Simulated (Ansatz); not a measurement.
# Cl2GeH2O: one species, many methods

How much do the methods differ for Cl2GeH2O? The plan is to run it at one geometry with functionals of several rungs and with coupled cluster. The yardstick is the atomisation energy at the CCSD(T) limit.

Computed with Ansatz 0.2.0, Gaussian basis. Level: functionals in def2-TZVPP, the program's frozen cores in correlated methods.

Levels to be run: LDA (SPW92), PBE-D4, revPBE-D4, BLYP-D4, r2SCAN-D4, B97M-V, PBE0-D4, B3LYP-D4, r2SCANh-D4, r2SCAN0-D4, HSE06-D4, BHLYP-D4, CAM-B3LYP-D4, LC-ωPBE, ωB97X-V, ωB97M-V, B2PLYP, PBE-QIDH; CCSD(T)/def2-SVP; CCSD(T)/def2-TZVPP; CCSD(T)/def2-QZVPP; extrapolation to the limit; RPA on PBE.

## Step 1: The geometry

The geometry comes from an earlier relaxation with PBE0-D4 in a triple-zeta def2 set; it is a stationary point.

SMILES `[OH][GeH]([Cl])[Cl]`, 6 atoms, charge 0, spin multiplicity 1.

Atoms are counted from 1 here; the program's logs count them from 0.

Bond lengths: O1–Ge2 1.752 Å, O1–H5 0.961 Å, Ge2–Cl3 2.137 Å, Ge2–Cl4 2.137 Å, Ge2–H6 1.521 Å. Angles: Ge2–O1–H5 113.6°, O1–Ge2–Cl3 109.7°, O1–Ge2–Cl4 109.7°, O1–Ge2–H6 108.2°, Cl3–Ge2–Cl4 106.8°, Cl3–Ge2–H6 111.2°, Cl4–Ge2–H6 111.3°.

## Step 2: LDA

This LDA is Slater exchange with PW92 correlation.

File in.yaml:

```yaml
crystal:
  periodic: [false, false, false]
  atoms:
    - {symbol: O, position_ang: [-0.160951, 1.291030, -0.614176]}
    - {symbol: Ge, position_ang: [-0.065448, -0.148801, 0.378946]}
    - {symbol: Cl, position_ang: [1.948470, -0.862572, 0.421721]}
    - {symbol: Cl, position_ang: [-1.252417, -1.700602, -0.487352]}
    - {symbol: H, position_ang: [0.126420, 1.152020, -1.521038]}
    - {symbol: H, position_ang: [-0.553975, 0.204925, 1.775698]}
basis:
  gaussian: {orbitals: def2-TZVPP}
hamiltonian: {xc: lda}
output: {orbitals: {seedname: orbitals}}
```

Started as:

```sh
ansatz run in.yaml --threads 2 --pin off --events-out ev --progress --plain --max-ram 32768MiB --backend cpu
```

Further steps of the session: PBE-D4 (GGA); revPBE-D4 (GGA); BLYP-D4 (GGA); r2SCAN-D4 (meta-GGA); B97M-V (meta-GGA); PBE0-D4 (hybrid); B3LYP-D4 (hybrid); r2SCANh-D4 (hybrid); r2SCAN0-D4 (hybrid); HSE06-D4 (hybrid); BHLYP-D4 (hybrid); CAM-B3LYP-D4 (range-separated); LC-ωPBE (range-separated); ωB97X-V (range-separated); ωB97M-V (range-separated); B2PLYP (double hybrid); PBE-QIDH (double hybrid); CCSD(T) in def2-SVP; CCSD(T) in def2-TZVPP; CCSD(T) in def2-QZVPP; RPA on PBE orbitals.

Q: Predict the results of all the runs planned. Wanted: atomisation energy, CCSD(T)/CBS; farthest beyond LDA; mean size of error, GGA; mean size of error, meta-GGA; mean size of error, hybrid; mean size of error, range-separated; mean size of error, double hybrid; gap, smallest and largest; T1 diagnostic.

The runs gave:

| quantity | value |
| --- | --- |
| atomisation energy, CCSD(T)/CBS | 1870.6 kJ/mol |
| functionals within 18.7 kJ/mol (1.0 %) | PBE-D4, r2SCAN-D4, B97M-V, r2SCANh-D4, ωB97X-V, ωB97M-V |
| farthest beyond LDA | BHLYP-D4 (-106.9 kJ/mol) |
| mean size of error, GGA | 35.5 kJ/mol |
| mean size of error, meta-GGA | 9.3 kJ/mol |
| mean size of error, hybrid | 45.2 kJ/mol |
| mean size of error, range-separated | 22.1 kJ/mol |
| mean size of error, double hybrid | 35.6 kJ/mol |
| gap, smallest and largest | 5.78 eV (BLYP-D4), 13.62 eV (LC-ωPBE) |
| T1 diagnostic | 0.0104 |
| triples share of the correlation energy | 3.8 % |

**Reading.** The LDA atomisation energy is off by 294.1 kJ/mol (16 %): it overbinds. PBE-D4 misses by +13.2 kJ/mol. Double hybrids carry the basis error of their MP2 part in triple zeta, and no dispersion term here, so their miss is partly the set-up's. Taken by rung, meta-GGA functionals do best (9.3 kJ/mol on average) and hybrid ones worst beyond LDA (45.2 kJ/mol). The mean of the hybrids holds BHLYP, with half exact exchange. The reference freezes the cores and leaves out relativity and excitations past (T), and its outer-core shells are covered unevenly, so misses under about 18.7 kJ/mol can't be ranked. Hartree-Fock recovers 69 % of the binding; the rest is correlation. CCSD(T) in def2-SVP is off by -172.9 kJ/mol, worse than the median functional, from the basis alone. The gap grows from 5.8 to 13.6 eV across the functionals, mostly with the share of exact exchange. Correlated methods include outer-core shells of Ge, which these sets cover unevenly.
